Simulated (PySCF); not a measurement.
**C₃H₉BN₂: electronic excitations and core binding energies**

Aim: predict the electronic excitations and core binding energies of C₃H₉BN₂ (`C#[N+][BH2-]N(C)C`).

The runs use PySCF 2.14.0, with density-fitted response routines of our own; the level of theory stands in each step. All values are computed, except where a source is named. Atoms are numbered from 0 throughout.

### Step 1. The molecule as given

15 atoms, charge 0, multiplicity 1; geometry from: GFN2-xTB.

Bonds of the start (Å): C0–N1 1.16, N1–B2 1.54, B2–N3 1.49, N3–C4 1.43, N3–C5 1.44, C0–H6 1.05, B2–H7 1.18, B2–H8 1.19, C4–H9 1.09, C4–H10 1.09, C4–H11 1.12, C5–H12 1.10, C5–H13 1.09, C5–H14 1.09.

### Step 2. Ultraviolet spectrum: wB97X-D/def2-SVPD

What the job is given:

```
{"job": {"kind": "uv", "xc": "wB97X-D", "basis": "def2-SVPD", "nstates": 8, "ntriplets": 3}, "charge": 0, "multiplicity": 1}
C      1.918253    -0.597095     0.710939
N      1.676353     0.381098     0.144330
B      0.740399     1.114543    -0.834459
N     -0.514222     0.316312    -0.698010
C     -0.459259    -1.067497    -1.038935
C     -1.364885     0.561741     0.438101
H      2.183529    -1.455770     1.260709
H      0.641187     2.232845    -0.463462
H      1.273933     0.977977    -1.887117
H     -1.461401    -1.500385    -1.071828
H      0.018025    -1.189025    -2.009813
H      0.134072    -1.652406    -0.293357
H     -1.002940     0.059207     1.351193
H     -2.375843     0.195640     0.235472
H     -1.411615     1.630808     0.628669
```

Level: TDDFT wB97X-D/def2-SVPD, vertical, gas phase, core orbitals frozen in the response.

Command:

```bash
> OMP_NUM_THREADS=1 python probes_run.py task.json out
```

One launch serves the whole session: the jobs run in the order shown.

The program printed:

```text
coarse grid: 12048 points
cycle   1  E = -253.6572971319  dE =  8.452e-01  |g| = 5.287e-01  |ddm| = 5.374e+00
cycle   2  E = -253.5859464520  dE =  7.135e-02  |g| = 8.378e-01  |ddm| = 1.654e+00
cycle   3  E = -253.7455780193  dE = -1.596e-01  |g| = 5.262e-02  |ddm| = 9.273e-01
cycle   4  E = -253.7460930045  dE = -5.150e-04  |g| = 3.924e-02  |ddm| = 1.467e-01
cycle   5  E = -253.7463997076  dE = -3.067e-04  |g| = 1.221e-02  |ddm| = 6.990e-02
cycle   6  E = -253.7464336223  dE = -3.391e-05  |g| = 2.630e-03  |ddm| = 2.106e-02
cycle   7  E = -253.7464358434  dE = -2.221e-06  |g| = 5.293e-04  |ddm| = 1.036e-02
final grid: 115168 points
cycle   8  E = -253.7802082360  dE = -7.909e-05  |g| = 6.745e-03  |ddm| = 1.794e-01
cycle   9  E = -253.7801999155  dE =  8.321e-06  |g| = 9.495e-03  |ddm| = 2.836e-02
cycle  10  E = -253.7802187170  dE = -1.880e-05  |g| = 1.057e-03  |ddm| = 9.707e-03
cycle  11  E = -253.7802189492  dE = -2.322e-07  |g| = 5.134e-04  |ddm| = 3.694e-03
cycle  12  E = -253.7802190176  dE = -6.843e-08  |g| = 1.649e-04  |ddm| = 2.086e-03
cycle  13  E = -253.7802190256  dE = -7.977e-09  |g| = 3.367e-05  |ddm| = 7.705e-04
cycle  14  E = -253.7802190266  dE = -9.636e-10  |g| = 1.060e-05  |ddm| = 4.580e-04
converged SCF energy = -253.7802190266

Static polarisability (au): isotropic 71.962, principal 62.011 69.116 84.761

Singlet excitations
state   eV       nm        f      main configurations
  1   4.0249    308.0   0.00162   H->L+1 0.89, H->L 0.10
  2   4.3397    285.7   0.13746   H->L 0.86, H->L+1 0.10
  3   5.6359    220.0   0.00261   H-1->L 0.90
  4   5.9808    207.3   0.02125   H->L+2 0.71, H->L+3 0.15, H->L+4 0.10
  5   6.3539    195.1   0.08445   H-1->L+1 0.74, H-2->L 0.12
  6   6.6146    187.4   0.02136   H->L+3 0.71, H->L+2 0.17
  7   6.9206    179.2   0.04492   H-2->L 0.56, H-2->L+1 0.26
  8   7.0954    174.7   0.01240   H->L+4 0.67, H->L+5 0.13

Triplet excitations (Tamm-Dancoff, eV): 3.2374 3.9204 5.2971
```

Run time: 54 s. Hardware: 1 thread of Arm Neoverse N1, shared host; peak memory 0.78 GiB.

Frontier orbitals and where they lie:

| orbital | eV | atoms |
| --- | --- | --- |
| HOMO−3 | -11.94 | C5 28 %, C4 24 %, H14 16 % |
| HOMO−2 | -10.90 | B2 26 %, N3 22 %, H7 10 % |
| HOMO−1 | -9.88 | B2 34 %, H8 19 %, H7 19 % |
| HOMO | -7.68 | N3 55 %, C5 8 %, C4 8 % |
| LUMO | 0.56 | C0 38 %, N1 32 %, H6 10 % |
| LUMO+1 | 0.83 | C0 40 %, N1 35 %, H6 13 % |
| LUMO+2 | 2.02 | C0 41 %, H6 27 %, B2 9 % |

With each of the 8 states as a Gaussian band of 0.4 eV half-width at 1/e, the curve within the window shown has maxima at 286 nm (ε 5,600), 193 nm (ε 4,700) L/(mol cm). Beyond the last state computed it falls off for lack of states. The curve at chosen wavelengths:

(nm, ε (L/mol/cm)): (168, 754), (176, 2519), (184, 3826), (191, 4601), (199, 4202), (207, 2557), (215, 1191), (222, 536), (230, 195), (238, 104), (246, 260), (253, 748), (261, 1880), (269, 3473), (277, 4925), (284, 5563), (292, 5347), (300, 4373), (308, 3122), (315, 2117), (323, 1242), (331, 673), (339, 342), (346, 181), (354, 84), (362, 38)

Ground-state properties from the same run:

| property | computed |
| --- | --- |
| dipole moment (D) | 5.04 |
| polarisability (Å³) | 10.66 |
| HOMO–LUMO gap (eV) | 8.24 |
| −ε(HOMO) (eV) | 7.68 |

### Step 3. X-ray photoelectron lines: SCAN, X2C

Settings changed since step 2:

```diff
@@ -1,2 +1,2 @@
-{"job": {"kind": "uv", "xc": "wB97X-D", "basis": "def2-SVPD", "nstates": 8, "ntriplets": 3}, "charge": 0, "multiplicity": 1}
+{"job": {"kind": "xps"}, "charge": 0, "multiplicity": 1}
 C      1.918253    -0.597095     0.710939
```

Level: delta-SCF UKS SCAN, pcX-2 on the ionised atom, pcseg-1 elsewhere, spin-free X2C.

The program printed:

```text
ground state, core basis on atom 0 (C), 160 functions
  cycle   1  E = -253.88066780  |g| = 5.95e-01
  cycle   2  E = -252.76123445  |g| = 1.93e+00
  cycle   3  E = -253.95689047  |g| = 3.73e-01
  cycle   4  E = -253.98357476  |g| = 2.14e-01
  cycle   5  E = -253.99213767  |g| = 9.11e-02
  cycle   6  E = -253.99400736  |g| = 1.17e-02
  cycle   7  E = -253.99404124  |g| = 4.51e-03
  cycle   8  E = -253.99404758  |g| = 1.22e-03
  cycle   9  E = -253.99404854  |g| = 3.20e-04
  E(ground) = -254.00973320 Eh
hole in C 1s of atom 0
  cycle   1  E = -242.66082789  |g| = 1.50e+00
  cycle   2  E = -239.24626238  |g| = 2.63e+00
  cycle   3  E = -242.56877466  |g| = 1.07e+00
  cycle   4  E = -242.80775528  |g| = 8.96e-01
  cycle   5  E = -243.20897650  |g| = 2.67e-01
  cycle   6  E = -243.23763343  |g| = 1.85e-01
  cycle   7  E = -243.25470573  |g| = 6.76e-02
  cycle   8  E = -243.25749140  |g| = 2.66e-02
  cycle   9  E = -243.25857722  |g| = 2.68e-02
  cycle  10  E = -243.25922118  |g| = 2.67e-02
  cycle  11  E = -243.26048438  |g| = 2.98e-02
  cycle  12  E = -243.26113794  |g| = 1.57e-02
  cycle  13  E = -243.26134232  |g| = 1.14e-02
  cycle  14  E = -243.26142524  |g| = 2.78e-03
  cycle  15  E = -243.26143354  |g| = 2.29e-03
  cycle  16  E = -243.26143730  |g| = 1.09e-03
  cycle  17  E = -243.26144037  |g| = 4.29e-04
  E(ion) = -243.27477682 Eh   <S^2> = 1.2678   hole on atom = 1.000   binding energy = 292.113 eV
ground state, core basis on atom 1 (N), 160 functions
  cycle   1  E = -254.00532843  |g| = 7.68e-02
  cycle   2  E = -254.00380259  |g| = 8.48e-02
  cycle   3  E = -254.00401623  |g| = 7.98e-02
  cycle   4  E = -254.00552198  |g| = 7.40e-03
  cycle   5  E = -254.00553489  |g| = 2.14e-03
  cycle   6  E = -254.00553651  |g| = 5.43e-04
  cycle   7  E = -254.00553598  |g| = 1.27e-04
  E(ground) = -254.01778409 Eh
hole in N 1s of atom 1
  cycle   1  E = -238.34431578  |g| = 1.86e+00
  cycle   2  E = -234.30456835  |g| = 2.79e+00
  cycle   3  E = -238.13347870  |g| = 1.18e+00
  cycle   4  E = -238.63131384  |g| = 9.18e-01
  cycle   5  E = -238.95729570  |g| = 3.93e-01
  cycle   6  E = -239.02845153  |g| = 2.53e-01
  cycle   7  E = -239.06180593  |g| = 7.03e-02
  cycle   8  E = -239.06492051  |g| = 2.77e-02
  cycle   9  E = -239.06560863  |g| = 2.75e-02
  cycle  10  E = -239.06587481  |g| = 2.81e-02
  cycle  11  E = -239.06503564  |g| = 2.37e-02
  cycle  12  E = -239.06384592  |g| = 2.85e-02
  cycle  13  E = -239.06406981  |g| = 2.16e-02
  cycle  14  E = -239.06432378  |g| = 9.69e-03
  cycle  15  E = -239.06433608  |g| = 1.09e-02
  cycle  16  E = -239.06440982  |g| = 2.58e-03
  cycle  17  E = -239.06441415  |g| = 9.94e-04
  cycle  18  E = -239.06441538  |g| = 7.89e-04
  cycle  19  E = -239.06441563  |g| = 4.20e-04
  E(ion) = -239.07664073 Eh   <S^2> = 0.7963   hole on atom = 1.000   binding energy = 406.569 eV
ground state, core basis on atom 2 (B), 160 functions
  cycle   1  E = -253.98446979  |g| = 5.01e-02
  cycle   2  E = -253.98431952  |g| = 3.37e-02
  cycle   3  E = -253.98415696  |g| = 4.18e-02
  cycle   4  E = -253.98458440  |g| = 1.22e-02
  cycle   5  E = -253.98462102  |g| = 1.53e-03
  cycle   6  E = -253.98461934  |g| = 7.90e-04
  cycle   7  E = -253.98462082  |g| = 1.21e-04
  E(ground) = -253.99938237 Eh
hole in B 1s of atom 2
  cycle   1  E = -246.42825221  |g| = 1.19e+00
  cycle   2  E = -245.67156377  |g| = 1.62e+00
  cycle   3  E = -246.62279900  |g| = 6.73e-01
  cycle   4  E = -246.74847748  |g| = 4.45e-01
  cycle   5  E = -246.83548945  |g| = 6.66e-02
  cycle   6  E = -246.83579851  |g| = 5.80e-02
  cycle   7  E = -246.83734437  |g| = 2.23e-02
  cycle   8  E = -246.83762711  |g| = 4.98e-03
  cycle   9  E = -246.83764279  |g| = 1.21e-03
  cycle  10  E = -246.83764431  |g| = 6.01e-04
  cycle  11  E = -246.83764516  |g| = 3.63e-04
  E(ion) = -246.85391845 Eh   <S^2> = 0.7675   hole on atom = 1.000   binding energy = 194.438 eV
ground state, core basis on atom 3 (N), 160 functions
  cycle   1  E = -254.00256473  |g| = 7.37e-02
  cycle   2  E = -254.00234939  |g| = 3.42e-02
  cycle   3  E = -254.00140128  |g| = 6.87e-02
  cycle   4  E = -254.00260669  |g| = 9.62e-03
  cycle   5  E = -254.00262885  |g| = 3.05e-03
  cycle   6  E = -254.00263038  |g| = 6.13e-04
  cycle   7  E = -254.00262990  |g| = 5.57e-05
  E(ground) = -254.01511456 Eh
hole in N 1s of atom 3
  cycle   1  E = -238.44204759  |g| = 1.88e+00
  cycle   2  E = -237.55974687  |g| = 2.24e+00
  cycle   3  E = -239.08087686  |g| = 4.78e-01
  cycle   4  E = -239.05275098  |g| = 4.90e-01
  cycle   5  E = -239.16420658  |g| = 1.08e-01
  cycle   6  E = -239.16897661  |g| = 2.07e-02
  cycle   7  E = -239.16921780  |g| = 5.70e-03
  cycle   8  E = -239.16923585  |g| = 1.51e-03
  cycle   9  E = -239.16923829  |g| = 5.72e-04
  cycle  10  E = -239.16923891  |g| = 3.94e-04
  E(ion) = -239.18032821 Eh   <S^2> = 0.7653   hole on atom = 1.000   binding energy = 403.675 eV
ground state, core basis on atom 4 (C), 160 functions
  cycle   1  E = -253.99082715  |g| = 5.65e-02
  cycle   2  E = -253.99078286  |g| = 1.78e-02
  cycle   3  E = -253.99050196  |g| = 3.74e-02
  cycle   4  E = -253.99084592  |g| = 7.94e-03
  cycle   5  E = -253.99086172  |g| = 1.31e-03
  cycle   6  E = -253.99086105  |g| = 5.46e-04
  cycle   7  E = -253.99086208  |g| = 6.60e-05
  E(ground) = -254.00445508 Eh
hole in C 1s of atom 4
  cycle   1  E = -242.73460787  |g| = 1.51e+00
  cycle   2  E = -241.94095612  |g| = 1.90e+00
  cycle   3  E = -243.24116900  |g| = 3.49e-01
  cycle   4  E = -243.27242114  |g| = 2.15e-01
  cycle   5  E = -243.28649552  |g| = 1.29e-01
  cycle   6  E = -243.29298690  |g| = 4.69e-02
  cycle   7  E = -243.29388653  |g| = 1.71e-02
  cycle   8  E = -243.29403429  |g| = 5.31e-03
  cycle   9  E = -243.29405179  |g| = 1.90e-03
  cycle  10  E = -243.29405542  |g| = 1.00e-03
  cycle  11  E = -243.29405634  |g| = 3.04e-04
  E(ion) = -243.30658060 Eh   <S^2> = 0.7690   hole on atom = 1.000   binding energy = 291.104 eV
```

It took 2.2 min on 1 thread of Arm Neoverse N1, shared host; peak memory 0.49 GiB.

The holes in one table. −ε is the ground-state orbital energy:

| hole | stands for | environment | ΔSCF (eV) | −ε (eV) | ⟨S²⟩ |
| --- | --- | --- | --- | --- | --- |
| C1s on C0 | C0 | nitrilium-type carbon | 292.11 (doubtful) | 276.0 | 1.268 |
| N1s on N1 | N1 | donor nitrogen of a Lewis adduct | 406.57 | 388.0 | 0.796 |
| B1s on B2 | B2 | boron bonded to 2 N, 2 H | 194.44 | 178.7 | 0.768 |
| N1s on N3 | N3 | nitrogen bonded to 2 C, B | 403.68 | 385.3 | 0.765 |
| C1s on C4 | C4, C5 | methyl carbon bonded to N | 291.10 | 273.9 | 0.769 |

Each hole run stands for the others of its class of like atoms.

Doubtful: the ion did not converge, its hole moved, or its ⟨S²⟩ is well above 0.75.

### Step 4. Results

| quantity | value |
| --- | --- |
| lowest singlet (wB97X-D/def2-SVPD) | 4.02 eV (308 nm), f = 0.002 |
| brightest single state of those computed | state 2, 4.34 eV, f = 0.137 |
| lowest triplet | 3.24 eV |
| N1s binding energies, SCAN/pcX-2 | N1 406.57, N3 403.68 eV |
| B1s binding energies, SCAN/pcX-2 | B2 194.44 eV |
| C1s binding energies, SCAN/pcX-2 (standing for 2 of 3 atoms) | C4 291.10 eV |

The lowest singlet, at 4.02 eV, is HOMO→LUMO+1 0.89, HOMO→LUMO 0.10 and is weak; of the 8 states computed, the strongest absorption comes from state 2 at 4.34 eV. The lowest triplet lies 0.79 eV below the lowest singlet (triplets in Tamm-Dancoff, singlets in full TDDFT). N1 (donor nitrogen of a Lewis adduct) binds its N1s electron 2.89 eV more tightly than N3 (nitrogen bonded to 2 C, B).
